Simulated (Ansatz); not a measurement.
Crystal: Sr2SO.

```xyz
4
Lattice="4.0432 0.0000 0.0000 0.0000 4.0432 0.0000 0.0000 0.0000 5.7180" Properties=species:S:1:pos:R:3 pbc="T T T"
Sr    2.0216    2.0216    2.8590
Sr    0.0000    0.0000    0.0000
S     0.0000    0.0000    2.8590
O     2.0216    2.0216    0.0000
```

The cell comes from a database or a generator and needn't be the stable form of this composition.

* Program: Ansatz 0.2.0
* Task: single point
* Functional: PBE
* Potentials or basis: Ansatz PAW
* Cutoff: 420 eV (not typed: the program's choice for these potentials)
* k mesh: 7 × 7 × 5
* Occupations: fermi-dirac, width 0.05 eV
* Spin: no spin polarisation

On this cell: pressure -0.2 GPa; largest force under 0.003 eV/Å; band gap on the k mesh 2.21 eV, direct.

The same run follows on a disturbed copy (atoms moved at random, drawn with an rms of 0.05 Å):

```
CELL_PARAMETERS angstrom
4.04324 0.00000 0.00000
0.00000 4.04324 0.00000
0.00000 0.00000 5.71800
ATOMIC_POSITIONS crystal
Sr 0.50336 0.49735 0.50258
Sr 0.98902 0.99109 0.99956
S 0.00686 0.00138 0.49934
O 0.49574 0.49430 0.99908
```

Task: What changes?

Result: The energy moves by +0.8 meV/atom; pressure -0.2 GPa; largest force 0.130 eV/Å; band gap on the k mesh 2.22 eV, direct.

Forces in eV/Å, atoms in the order of the input:
```
Sr  -0.007  0.050  0.006
Sr   0.010  0.002  0.030
S   -0.089 -0.094  0.008
O    0.085  0.042 -0.044
```

Caveats: odd divisions of the mesh miss points on the zone boundary, where band edges often lie, so the gap on the mesh can be too wide.

A k mesh can miss the band edges.
